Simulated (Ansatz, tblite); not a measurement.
**The cluster Al7N7: rung by rung**

How do method and basis change the picture of the cluster Al7N7 (singlet)?

Computed with Ansatz 0.2.0, Gaussian basis. Level: as each input shows.

Levels to be run: GFN1-xTB, GFN2-xTB, PBE-D4/def2-TZVP, r2SCAN-D4/def2-TZVP, CAM-B3LYP-D4/def2-TZVP, HF/def2-TZVP, r2SCANh-D4/def2-TZVP, PBE+5HF/def2-SVP, PBE+10HF/def2-SVP, PBE+15HF/def2-SVP, PBE+35HF/def2-SVP, PBE+50HF/def2-SVP, PBE-D4/def2-SVP, PBE0-D4/def2-SVP, HF/STO-3G, HF/6-31G, B3LYP-D4/6-31G, CCSD(T)/def2-TZVPP, MP2/def2-TZVP, RPA/def2-TZVP.

### 1 The structure

The singlet was relaxed beforehand with r2SCAN-D4/def2-SVP.

14 atoms, charge 0, spin multiplicity 1.

Bond lengths: Al1–N8 1.740 Å, Al1–N9 1.731 Å, Al2–N10 1.760 Å, Al2–N11 1.790 Å, Al3–N8 1.752 Å, Al3–N10 1.838 Å, Al3–N14 1.861 Å, Al4–N10 1.926 Å, Al4–N11 2.002 Å, Al4–N13 1.925 Å, Al4–N14 1.851 Å, Al5–N12 1.752 Å, Al5–N13 1.839 Å, Al5–N14 1.861 Å, Al6–N9 1.731 Å, Al6–N12 1.740 Å, Al7–N11 1.791 Å, Al7–N13 1.761 Å. Angles: N8–Al1–N9 174.6°, N10–Al2–N11 103.8°, N8–Al3–N10 149.6°, N8–Al3–N14 117.5°, N10–Al3–N14 92.8°, N10–Al4–N11 90.7°, N10–Al4–N13 159.2°, N10–Al4–N14 90.4°, N11–Al4–N13 90.7°, N11–Al4–N14 174.2°, N13–Al4–N14 90.4°, N12–Al5–N13 149.6°, N12–Al5–N14 117.5°, N13–Al5–N14 92.8°, N9–Al6–N12 174.5°, N11–Al7–N13 103.7°, Al1–N8–Al3 103.6°, Al1–N9–Al6 106.4° and more.

PBE0-D4/def2-TZVP was run before; its log isn't repeated, and its numbers join the tables.

### 2 GFN1-xTB

Tight binding, by tblite at 300 K electronic temperature and without a spin-polarisation term:

```python
tblite.interface.Calculator('GFN1-xTB', numbers, positions, charge=0, uhf=0).singlepoint()
```

Energy -848.4452 eV, HOMO -9.41 eV, LUMO -9.08 eV; 0.062 s.

### 3 GFN2-xTB

Tight binding, by tblite at 300 K electronic temperature and without a spin-polarisation term:

```python
tblite.interface.Calculator('GFN2-xTB', numbers, positions, charge=0, uhf=0).singlepoint()
```

Energy -762.4402 eV, HOMO -9.58 eV, LUMO -9.46 eV; 0.14 s.

### 4 PBE-D4/def2-TZVP

start.molden holds the orbitals of an earlier run on this state, given as this run's starting guess.

File in.yaml:

```yaml
crystal:
  periodic: [false, false, false]
  atoms:
    - {symbol: Al, position_ang: [-3.104827, 1.150415, -0.057697]}
    - {symbol: Al, position_ang: [1.086035, -3.546006, 0.134731]}
    - {symbol: Al, position_ang: [-1.516741, -1.082929, 0.082668]}
    - {symbol: Al, position_ang: [1.079668, -1.084835, -0.132039]}
    - {symbol: Al, position_ang: [1.087720, 1.514370, 0.049685]}
    - {symbol: Al, position_ang: [-1.141995, 3.108584, -0.079280]}
    - {symbol: Al, position_ang: [3.544477, -1.095176, 0.102667]}
    - {symbol: N, position_ang: [-3.196300, -0.583712, 0.049956]}
    - {symbol: N, position_ang: [-2.854313, 2.861475, -0.128750]}
    - {symbol: N, position_ang: [-0.261523, -2.417474, 0.233199]}
    - {symbol: N, position_ang: [2.489986, -2.500769, -0.242448]}
    - {symbol: N, position_ang: [0.593507, 3.195113, 0.006123]}
    - {symbol: N, position_ang: [2.420797, 0.256814, 0.197091]}
    - {symbol: N, position_ang: [-0.226471, 0.224130, -0.215906]}
basis:
  gaussian: {orbitals: def2-TZVP, fitting: {mean_field: def2-universal-jkfit}, initial_orbitals: start.molden}
hamiltonian: {xc: pbe, dispersion: d4}
scf: {omitted_lower_state_checks: [starts]}
output: {forces: true, orbitals: {seedname: orbitals}}
```

Launch:

```sh
> ansatz run in.yaml --threads 2 --pin off --events-out ev --progress --plain --max-ram 32768MiB --backend cuda --devices 0, --max-vram 18GiB
```

The runs that follow: r2SCAN-D4/def2-TZVP; CAM-B3LYP-D4/def2-TZVP; HF/def2-TZVP; r2SCANh-D4/def2-TZVP; PBE+5HF/def2-SVP; PBE+10HF/def2-SVP; PBE+15HF/def2-SVP; PBE+35HF/def2-SVP; PBE+50HF/def2-SVP; PBE-D4/def2-SVP; PBE0-D4/def2-SVP; HF/STO-3G; HF/6-31G; B3LYP-D4/6-31G; CCSD(T)/def2-TZVPP; MP2/def2-TZVP; RPA/def2-TZVP.

Before running them: what should the planned runs give, taken together? Wanted: gap in def2-TZVP, named functionals and Hartree-Fock, smallest and largest; gap over the share of exact exchange; correlation energy, CCSD(T)/def2-TZVPP; correlation energy, MP2/def2-TZVP; binding an atom, functionals in def2-TZVP; PBE0 total energy, smallest basis above largest.

The runs gave:

| quantity | value |
| --- | --- |
| gap in def2-TZVP, named functionals and Hartree-Fock, smallest and largest | 0.07 eV (PBE-D4), 4.73 eV (HF) |
| gap over the share of exact exchange | 0.07 eV at 0, 2.12 eV at 0.5 |
| correlation energy, CCSD(T)/def2-TZVPP | -55.86 eV |
| correlation energy, MP2/def2-TZVP | -53.04 eV |
| binding an atom, functionals in def2-TZVP | 3.75 (CAM-B3LYP-D4) to 4.06 eV (PBE-D4) |
| PBE0 total energy, smallest basis above largest | 28.92 eV (def2-SVP, def2-TZVP) |

Orbital gaps of the named functionals and Hartree-Fock in def2-TZVP span 0.07 eV (PBE-D4) to 4.73 eV (HF); exact exchange widens it. Raising the share of exact exchange from 0 to 0.5 moves the HOMO by -1.49 eV and the LUMO by +0.56 eV. Notes on CCSD(T)/def2-TZVPP: large T1 diagnostic.
